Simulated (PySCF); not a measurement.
# C₇H₄BrF₃: excited states, first hyperpolarisability

Wanted: excited states, first hyperpolarisability for C₇H₄BrF₃ (`FC(F)(F)c1ccccc1Br`).

Computed with PySCF 2.14.0 and routines of our own; the level stands in each step. Atoms count from 0.

## 1. The system as given

15 atoms, charge 0, multiplicity 1; geometry from: GFN2-xTB.

## 2. Optimising the geometry at PBE0-D3(BJ)/def2-SVP

What the job is given:

```
{"job": {"xc": "PBE0", "basis": "def2-SVP", "d3": "d3bj", "grid": 2, "kind": "geom"}, "charge": 0, "multiplicity": 1}
F     -2.730007     0.266137     1.067847
C     -2.136032    -0.339908     0.027764
F     -2.735236     0.118519    -1.082383
F     -2.463723    -1.637231     0.117699
C     -0.644995    -0.127896     0.009480
C      0.206556    -1.223404     0.085293
C      1.577855    -1.043517     0.068757
C      2.107872     0.232847    -0.023578
C      1.269757     1.330123    -0.099248
C     -0.105911     1.153308    -0.082766
Br    -1.216767     2.688568    -0.187350
H     -0.213579    -2.214640     0.157063
H      2.229160    -1.900715     0.127885
H      3.177084     0.378175    -0.037232
H      1.673553     2.327622    -0.171144
```

The run is started by

```bash
$ OMP_NUM_THREADS=1 python excited_run.py task.json out
```

The driver reads the jobs from task.json and runs them one after another.

The program printed:

```text
step   0  E = -3141.23630967  max force = 0.018665
step   1  E = -3141.23705306  max force = 0.008839
step   2  E = -3141.23730762  max force = 0.003761
step   3  E = -3141.23754698  max force = 0.003980
step   4  E = -3141.23775987  max force = 0.001208
step   5  E = -3141.23781029  max force = 0.001391
step   6  E = -3141.23783537  max force = 0.001304
step   7  E = -3141.23786758  max force = 0.000980
step   8  E = -3141.23786959  max force = 0.000700
step   9  E = -3141.23787426  max force = 0.000407
optimisation converged
```

Run time: 3.5 min. Hardware: 1 thread of Arm Neoverse V1, shared host; peak memory 1 GiB.

Step by step:

```tsv
step	energy from step 0 (eV)	largest force component (eV/Å)
0	0.0000	0.9598
1	-0.0202	0.4545
2	-0.0272	0.1934
3	-0.0337	0.2047
4	-0.0395	0.0621
5	-0.0408	0.0715
6	-0.0415	0.0671
7	-0.0424	0.0504
8	-0.0424	0.0360
9	-0.0426	0.0209
```

Close pairs (by a distance rule), those that changed most:

```tsv
bond	before (Å)	after (Å)	change (Å)
C6–H12	1.078	1.092	+0.013
C7–H13	1.079	1.092	+0.013
C9–Br10	1.898	1.885	-0.013
C8–H14	1.079	1.091	+0.013
C5–H11	1.079	1.090	+0.011
C4–C9	1.393	1.403	+0.010
C7–C8	1.383	1.392	+0.009
C1–F2	1.342	1.333	-0.009
```

The final coordinates are the input of the step that follows.

```tsv
at the end point	value
point group (found at 0.08 Å tolerance)	Cs
rotational constants (GHz, main isotopes)	0.939, 0.827, 0.476
dipole moment (D)	3.19
```

## 3. Excited states: TDA wB97X-D/aug-cc-pVDZ

What the job is given:

```
{"job": {"kind": "states", "xc": "wB97X-D", "basis": "aug-cc-pVDZ", "tda": true, "soc": true, "nstates": 6, "ntriplets": 5, "nquad": 4}, "charge": 0, "multiplicity": 1}
F     -2.833031     0.267068     0.772237
C     -2.147956    -0.374010    -0.175545
F     -2.623284     0.021575    -1.356869
F     -2.430471    -1.675151    -0.054897
C     -0.662263    -0.125017    -0.057380
C      0.189287    -1.208186     0.169575
C      1.563980    -1.030436     0.289682
C      2.103206     0.248078     0.180721
C      1.270671     1.340739    -0.045554
C     -0.106545     1.158610    -0.163319
Br    -1.163339     2.690358    -0.464753
H     -0.244698    -2.205072     0.252719
H      2.210538    -1.891772     0.467987
H      3.180459     0.404008     0.271909
H      1.683599     2.346936    -0.132048
```

With the program's defaults for keys left out, this is: TDA wB97X-D/aug-cc-pVDZ excited states, vertical, gas phase, spin-orbit mean-field couplings.

The program printed:

```text
coarse grid: 69384 points
cycle   1  E = -3142.5789517364  dE =  1.404e+00  |g| = 9.640e-01  |ddm| = 4.027e+01
cycle   2  E = -3142.5403978099  dE =  3.855e-02  |g| = 1.160e+00  |ddm| = 8.576e+00
cycle   3  E = -3142.7620373752  dE = -2.216e-01  |g| = 7.585e-02  |ddm| = 4.671e+00
cycle   4  E = -3142.7630886120  dE = -1.051e-03  |g| = 4.458e-02  |ddm| = 9.058e-01
cycle   5  E = -3142.7635901140  dE = -5.015e-04  |g| = 1.085e-02  |ddm| = 4.886e-01
cycle   6  E = -3142.7636196837  dE = -2.957e-05  |g| = 3.018e-03  |ddm| = 7.537e-02
cycle   7  E = -3142.7636222855  dE = -2.602e-06  |g| = 9.108e-04  |ddm| = 2.659e-02
final grid: 147832 points
cycle   8  E = -3142.7629493589  dE = -2.653e-06  |g| = 1.399e-03  |ddm| = 2.674e-01
cycle   9  E = -3142.7629493405  dE =  1.833e-08  |g| = 1.489e-03  |ddm| = 1.916e-02
cycle  10  E = -3142.7629498384  dE = -4.979e-07  |g| = 1.466e-04  |ddm| = 7.699e-03
cycle  11  E = -3142.7629498441  dE = -5.707e-09  |g| = 8.692e-05  |ddm| = 1.470e-03
cycle  12  E = -3142.7629498466  dE = -2.517e-09  |g| = 1.771e-05  |ddm| = 8.367e-04
cycle  13  E = -3142.7629498468  dE = -1.619e-10  |g| = 7.274e-06  |ddm| = 2.469e-04
converged SCF energy = -3142.7629498468

Singlet excitations
state   eV       nm        f     d(h-e)  d(exc)  Lambda  PR(NTO)  |dmu|/D   mu/D   main configurations
  1   5.2699   235.3   0.01707   0.393   2.909   0.714   1.813    1.171    2.745   H->L 0.44, H-1->L+1 0.19, H->L+1 0.19
  2   5.9562   208.2   0.00083   0.813   3.072   0.326   1.028    2.996    5.827   H->L+5 0.43, H->L+4 0.28, H->L+2 0.10
  3   5.9763   207.5   0.14117   0.711   3.103   0.714   1.509    1.927    2.198   H->L+1 0.46, H->L 0.31, H-1->L 0.16
  4   6.6134   187.5   0.00010   2.352   3.531   0.252   1.005    6.569    4.789   H-2->L 0.78, H-2->L+1 0.18
  5   6.7569   183.5   0.01226   0.188   2.518   0.348   1.102                     H-2->L+5 0.44, H-2->L+4 0.33
  6   6.8804   180.2   0.01927   1.309   4.574   0.241   1.112                     H->L+2 0.61, H->L+4 0.19

Triplet excitations (Tamm-Dancoff)
state   eV     d(h-e)  d(exc)  Lambda  PR(NTO)   main configurations
  1   4.0319   0.150   2.618   0.703   1.655   H->L 0.38, H->L+1 0.26, H-1->L 0.18
  2   4.5698   0.379   2.810   0.706   1.088   H->L 0.50, H->L+1 0.25, H-1->L+1 0.14
  3   4.7020   0.123   2.743   0.732   1.846   H-1->L 0.60, H->L+1 0.31
  4   5.2075   0.058   2.707   0.727   1.134   H-1->L+1 0.71, H-1->L 0.16, H->L+1 0.08
  5   5.4341   0.596   2.858   0.326   1.011   H->L+5 0.41, H->L+4 0.27
S1 - T1 = 1.2380 eV

Spin-orbit couplings |<S|Hso|T>| (cm-1)
             T1       T2       T3       T4       T5
S0        1.883    4.460    4.493    2.590  751.402
S1        0.741    0.187    0.162    0.078   28.250
S2      105.165   35.093   55.520    8.731    6.932
S3        7.973    2.529    4.224    1.062   79.180
S4      340.478  197.659  158.642    3.895    9.005
S5       14.740    4.024    6.989    3.263  865.408
S6       10.071   12.073    1.762    8.758   25.556
T1 sublevels (cm-1): 0.000 5.317 5.570   radiative rates (1/s): 18.8 128 0.75
```

It took 1.9 min on 1 thread of Arm Neoverse V1, shared host; peak memory 1.3 GiB.

From this job:

```tsv
quantity	value
S1 less T1	1.24 eV
```

## 4. Excited states: TDDFT CAM-B3LYP/aug-cc-pVDZ

The job, as its differences from that of step 3:

```diff
@@ -1,2 +1,2 @@
-{"job": {"kind": "states", "xc": "wB97X-D", "basis": "aug-cc-pVDZ", "tda": true, "soc": true, "nstates": 6, "ntriplets": 5, "nquad": 4}, "charge": 0, "multiplicity": 1}
+{"job": {"kind": "states", "xc": "CAM-B3LYP", "basis": "aug-cc-pVDZ", "tpa": true, "nstates": 8, "nquad": 6, "ntriplets": 0}, "charge": 0, "multiplicity": 1}
 F     -2.833031     0.267068     0.772237
```

Method: TDDFT CAM-B3LYP/aug-cc-pVDZ excited states, vertical, gas phase, two-photon moments by quadratic response.

The program printed:

```text
coarse grid: 69384 points
cycle   1  E = -3142.6225178466  dE =  1.330e+00  |g| = 9.421e-01  |ddm| = 4.911e+01
cycle   2  E = -3142.5407657788  dE =  8.175e-02  |g| = 1.236e+00  |ddm| = 8.857e+00
cycle   3  E = -3142.7933724136  dE = -2.526e-01  |g| = 8.655e-02  |ddm| = 5.132e+00
cycle   4  E = -3142.7945499862  dE = -1.178e-03  |g| = 5.547e-02  |ddm| = 1.119e+00
cycle   5  E = -3142.7953221654  dE = -7.722e-04  |g| = 1.259e-02  |ddm| = 5.898e-01
cycle   6  E = -3142.7953571338  dE = -3.497e-05  |g| = 3.187e-03  |ddm| = 7.128e-02
cycle   7  E = -3142.7953594974  dE = -2.364e-06  |g| = 1.011e-03  |ddm| = 2.693e-02
final grid: 147832 points
cycle   8  E = -3142.7954085215  dE =  7.772e-09  |g| = 1.253e-03  |ddm| = 4.101e-02
cycle   9  E = -3142.7954082146  dE =  3.069e-07  |g| = 1.656e-03  |ddm| = 1.848e-02
cycle  10  E = -3142.7954089185  dE = -7.038e-07  |g| = 1.124e-04  |ddm| = 9.482e-03
cycle  11  E = -3142.7954089216  dE = -3.121e-09  |g| = 2.289e-05  |ddm| = 7.757e-04
cycle  12  E = -3142.7954089219  dE = -2.933e-10  |g| = 1.514e-05  |ddm| = 4.036e-04
converged SCF energy = -3142.7954089219

Singlet excitations
state   eV       nm        f     d(h-e)  d(exc)  Lambda  PR(NTO)  |dmu|/D   mu/D   delta(TPA)   sigma/GM   main configurations
  1   5.1945   238.7   0.02059   0.401   2.916   0.707   1.782    1.284    2.823       17.68      0.175   H->L 0.51, H->L+1 0.17, H-1->L+1 0.17
  2   5.7470   215.7   0.10996   0.636   3.084   0.713   1.568    1.732    2.284       50.51      0.611   H->L+1 0.51, H->L 0.28, H-1->L 0.17
  3   5.8455   212.1   0.00015   0.867   3.193   0.329   1.031    3.061    5.859        9.05      0.113   H->L+4 0.44, H->L+5 0.21, H->L+2 0.15
  4   6.5771   188.5   0.00872   2.347   3.565   0.258   1.025    6.467    4.718        0.96      0.015   H-2->L 0.75, H-2->L+1 0.19
  5   6.5860   188.3   0.28546   0.600   3.067   0.610   2.811    1.356    2.407       14.51      0.231   H-1->L 0.38, H->L+1 0.21, H-2->L+4 0.11
  6   6.6377   186.8   0.01795   1.385   4.654   0.272   1.081    5.892    2.523        1.30      0.021   H->L+2 0.67, H->L+4 0.17
  7   6.6825   185.5   0.11397   0.249   2.652   0.400   1.525                                            H-2->L+4 0.39, H-2->L+5 0.19, H-1->L 0.14
  8   6.6989   185.1   0.44681   0.556   2.974   0.682   1.813                                            H-1->L+1 0.62, H->L 0.13, H-1->L 0.12
```

Run time: 2.7 min. Hardware: 1 thread of Arm Neoverse V1, shared host; peak memory 1.4 GiB.

## 5. First hyperpolarisability: quadratic response CAM-B3LYP/aug-cc-pVDZ

The job, as its differences from that of step 4:

```diff
@@ -1,2 +1,2 @@
-{"job": {"kind": "states", "xc": "CAM-B3LYP", "basis": "aug-cc-pVDZ", "tpa": true, "nstates": 8, "nquad": 6, "ntriplets": 0}, "charge": 0, "multiplicity": 1}
+{"job": {"kind": "beta", "xc": "CAM-B3LYP", "basis": "aug-cc-pVDZ"}, "charge": 0, "multiplicity": 1}
 F     -2.833031     0.267068     0.772237
```

With the program's defaults for keys left out, this is: quadratic response CAM-B3LYP/aug-cc-pVDZ first hyperpolarisability, Taylor convention, gas phase.

The program printed:

```text
coarse grid: 69384 points
cycle   1  E = -3142.6225178466  dE =  1.330e+00  |g| = 9.421e-01  |ddm| = 4.911e+01
cycle   2  E = -3142.5407657788  dE =  8.175e-02  |g| = 1.236e+00  |ddm| = 8.857e+00
cycle   3  E = -3142.7933724136  dE = -2.526e-01  |g| = 8.655e-02  |ddm| = 5.132e+00
cycle   4  E = -3142.7945499862  dE = -1.178e-03  |g| = 5.547e-02  |ddm| = 1.119e+00
cycle   5  E = -3142.7953221654  dE = -7.722e-04  |g| = 1.259e-02  |ddm| = 5.898e-01
cycle   6  E = -3142.7953571338  dE = -3.497e-05  |g| = 3.187e-03  |ddm| = 7.128e-02
cycle   7  E = -3142.7953594974  dE = -2.364e-06  |g| = 1.011e-03  |ddm| = 2.693e-02
final grid: 147832 points
cycle   8  E = -3142.7954085215  dE =  7.772e-09  |g| = 1.253e-03  |ddm| = 4.101e-02
cycle   9  E = -3142.7954082146  dE =  3.069e-07  |g| = 1.656e-03  |ddm| = 1.848e-02
cycle  10  E = -3142.7954089185  dE = -7.038e-07  |g| = 1.124e-04  |ddm| = 9.482e-03
cycle  11  E = -3142.7954089216  dE = -3.121e-09  |g| = 2.289e-05  |ddm| = 7.757e-04
cycle  12  E = -3142.7954089219  dE = -2.933e-10  |g| = 1.514e-05  |ddm| = 4.036e-04
converged SCF energy = -3142.7954089219

Lowest singlets (eV, f): 5.1945 0.0206  5.7470 0.1100  5.8455 0.0001

First hyperpolarisability (au)
process     nm      |vector|   parallel      HRS      DR
static         -      214.61    -128.31      82.43   6.759
shg       1907.0      225.56    -135.11      86.83   6.686
eope      1907.0      218.13     -130.5          -       -
shg       1064.0      254.86    -152.91      98.61   6.543
eope      1064.0      226.38    -135.62          -       -
```

Wall time 1.9 min (1 thread of Arm Neoverse V1, shared host); peak memory 1.4 GiB.

## 6. What came out

```
                                                   quantity                                                value
                                                point group                                                   Cs
                       rotational constants (main isotopes)                                 0.94, 0.83, 0.48 GHz
               S1 less T1 (step 3, TDA wB97X-D/aug-cc-pVDZ)                                              1.24 eV
β vector (step 5, quadratic response CAM-B3LYP/aug-cc-pVDZ)  static 215, SHG 1907.0 nm 226, SHG 1064.0 nm 255 au
```

In words: Over 9 steps the energy fell by 0.043 eV; of the close pairs, C6–H12 changed most, 1.078 to 1.092 Å. No frequency check was run at this level, so the end point may be a saddle. Scalar relativity is left out for the heavy atoms. In step 3, the number of triplets below S1 is 4, and the largest singlet-triplet spin-orbit coupling is S5–T5, 865.41 cm⁻¹. Steps that list no spin-orbit terms leave them out, which matters at and beside the heavy atoms. β grows from 215 au (static) to 255 au for doubling at 1064.0 nm: normal dispersion, which grows as twice the photon energy moves toward the bright states.
